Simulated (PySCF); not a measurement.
# BaBr: from the state search to spectroscopic constants

What are the lowest state that PBE0 finds, the bond length, vibrational wavenumber and bond energy of BaBr, and how much do these hang on the method?

Method: Ba x2c-TZVPPall, Br x2c-TZVPPall, spin-free X2C with a Gaussian nucleus; program: PySCF 2.14.0.

## Step 1: Set-up

The job is set up so:

```
atoms                         : Ba, Br
charge                        : 0
basis                         : Ba x2c-TZVPPall, Br x2c-TZVPPall
Hamiltonian                   : spin-free X2C with a Gaussian nucleus
basis functions               : 133
electrons treated             : 91
masses in u                   : 137.9052, 78.9183
levels                        : PBE0, PBE, r²SCAN, PW91, M06, revPBE, B2PLYP, CAM-B3LYP, HF, MP2, SCS-MP2
grid                          : 80 radial by 434 angular points
occupations                   : held fixed by the projection of orbital angular momentum
dissociation limit            : Ba + Br, each in its ground configuration
starting distance in angstrom : 2.900
values of 2S to try           : 1, 3
```

The run is started by

```bash
> OMP_NUM_THREADS=2 python dia.py task.json out
```

Further steps of the session: First curve: PBE0; Other states along the same grid; PBE; r²SCAN; PW91 (GGA); M06 (hybrid meta-GGA); revPBE (GGA); B2PLYP (double hybrid); CAM-B3LYP (range-separated hybrid); UHF.

Q: Predict the outcome of this session. Wanted: for each run, Re; ωe; De; μ.

As calculated:

Lowest PBE0 solution found, without spin–orbit coupling: ²Σ⁺ (doublet), unpaired electrons σ ↑. State 2 has its PBE0 minimum 0.97 eV higher. State 3 has its PBE0 minimum 1.06 eV higher. The other levels ran on the lowest alone.

```csv
level,Re (Å),ωe (cm⁻¹),De (eV),μ (D)
UHF,2.949,179.0,3.63,-5.08
UHF-MP2,2.855,189.5,4.16,n/a
UHF-SCS-MP2,2.876,186.7,3.98,n/a
PBE,2.836,191.8,4.32,-4.97
revPBE,2.853,187.5,4.19,-4.94
PW91,2.835,192.5,4.36,-5.01
r²SCAN,2.846,193.0,4.63,-5.22
PBE0,2.838,193.7,4.31,-5.06
M06,2.846,191.6,3.65,-5.61
CAM-B3LYP,2.868,189.0,4.12,-5.48
B2PLYP,2.867,188.3,4.06,-5.33
```

De is counted to Ba + Br in their ground configurations. A positive dipole means Ba(−)Br(+).

What this shows: Bond lengths run from 2.835 Å (PW91) to 2.949 Å (UHF). Among the levels with a De in the table, it runs from 3.63 eV (UHF) to 4.63 eV (r²SCAN).

Correlated steps freeze 27 core orbitals. Spin–orbit coupling is left out, which matters for elements this heavy, above all for dissociation energies. B2PLYP dipoles, levels and charges come from its SCF part alone. With spin–orbit coupling the term label itself may not hold.
